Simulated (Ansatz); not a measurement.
# MoI3: the cost of one run

Method: DFT PBE+U (U_eff = 8 eV on Mo d), plane waves, PAW, in Ansatz 0.2.0.

**1. Starting point**

It takes space group Pm-3m (No. 221, cubic). Conventional cell: a = 5.818 Å, b = 5.818 Å, c = 5.818 Å, α = 90.00°, β = 90.00°, γ = 90.00°. Mo (site symmetry m-3m) has 6 I at 2.91 Å in its first shell of neighbours. I (site symmetry 4/mmm) has 2 Mo at 2.91 Å in its first shell of neighbours.

Coordinates:

```cif
data_structure
_symmetry_space_group_name_H-M 'Pm-3m'
_symmetry_Int_Tables_number 221
_cell_length_a 5.8183
_cell_length_b 5.8183
_cell_length_c 5.8183
_cell_angle_alpha 90.000
_cell_angle_beta 90.000
_cell_angle_gamma 90.000
_cell_volume 196.96
loop_
_atom_site_label
_atom_site_type_symbol
_atom_site_symmetry_multiplicity
_atom_site_Wyckoff_symbol
_atom_site_fract_x
_atom_site_fract_y
_atom_site_fract_z
_atom_site_occupancy
Mo1 Mo 1 a 0.00000 0.00000 0.00000 1
I1 I 3 d 0.50000 0.00000 0.00000 1
```

Magnetic order typed: ferromagnetic.

An earlier series on this cell reached its lowest free state from «random orbitals: drawn by pairs, first filling», perhaps among other starts.

**2. Random orbitals: single harmonics, second filling**

The input, input.yaml:

```yaml
crystal:
  lattice:
    - [5.81827926, 0.0, 0.0]
    - [0.0, 5.81827926, 0.0]
    - [0.0, 0.0, 5.81827926]
  atoms:
    - { symbol: Mo, position: [0.0, 0.0, 0.0], spin: 1.0 }
    - { symbol: I, position: [0.5, 0.0, 0.0] }
    - { symbol: I, position: [0.0, 0.0, 0.5] }
    - { symbol: I, position: [0.0, 0.5, 0.0] }
basis:
  ecutwfc: 420
  ecutrho_ratio: 4
kpoints:
  mp_grid: { grid: [3, 3, 3] }
hamiltonian:
  xc: pbe
  hubbard:
    sites:
      - { site: 0, l: d, u_eff: 8.0, starting_ns: [{ spin: up, occupation_matrix: s0up }, { spin: down, occupation_matrix: s0down }] }
    occupation_matrices:
      s0up:
        matrix:
          - [0.02, 0.0, 0.0, 0.0, 0.0]
          - [0.0, 0.02, 0.0, 0.0, 0.0]
          - [0.0, 0.0, 0.97, 0.0, 0.0]
          - [0.0, 0.0, 0.0, 0.02, 0.0]
          - [0.0, 0.0, 0.0, 0.0, 0.97]
      s0down:
        matrix:
          - [0.02, 0.0, 0.0, 0.0, 0.0]
          - [0.0, 0.02, 0.0, 0.0, 0.0]
          - [0.0, 0.0, 0.02, 0.0, 0.0]
          - [0.0, 0.0, 0.0, 0.02, 0.0]
          - [0.0, 0.0, 0.0, 0.0, 0.97]
    ns_hold: { iters: 12 }
scf:
  occupations: { method: gaussian, width: 0.05 }
  lower_state_search: "off"
  max_iter: 150
output:
  forces: true
  stress: true
  eigenvalues: true
  populations: true
  hubbard: { sites: [{ site: 0, l: d }] }
magnetization:
  spin_polarized: true
```

The typed matrices put 0.97 on the chosen orbitals and 0.02 on the others, and are held for 12 cycles.

Launch:

```
$ ansatz run input.yaml --threads 2 --pin off --max-ram 3072MiB --backend cpu --events-out ev --progress --plain --runs-dir out
```

What time and memory should one allow on 2 threads of Intel Xeon Platinum 8488C (Sapphire Rapids), shared host?

About 18 s, with a peak of 0.59 GiB.
